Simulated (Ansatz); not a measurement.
# Au: the cost of one run

Method: the levels named in each step, in Ansatz 0.2.0.

## Step 1: The starting structure

Coordinates:

```xyz
1

Au    0.0000    0.0000    0.0000
```

## Step 2: Single point, PBE0/def2-TZVPPD

Input file input.yaml:

```yaml
crystal:
  periodic: [false, false, false]
  atoms:
    - { symbol: Au, position_ang: [0.0, 0.0, 0.0] }
magnetization:
  spin_polarized: true
  initial_magnetization: 1
basis:
  gaussian: { orbitals: def2-TZVPPD.json }
hamiltonian:
  xc: pbe0
```

Launch:

```console
$ ansatz run input.yaml --threads 2 --pin off --max-ram 5120MiB --backend cpu --events-out ev --progress --plain --runs-dir out
```

Q: Estimate wall time and peak memory on 2 threads of Intel Xeon at 2.50GHz (Skylake/Cascade Lake), shared host.

About 1.3 s, with a peak of 0.11 GiB.
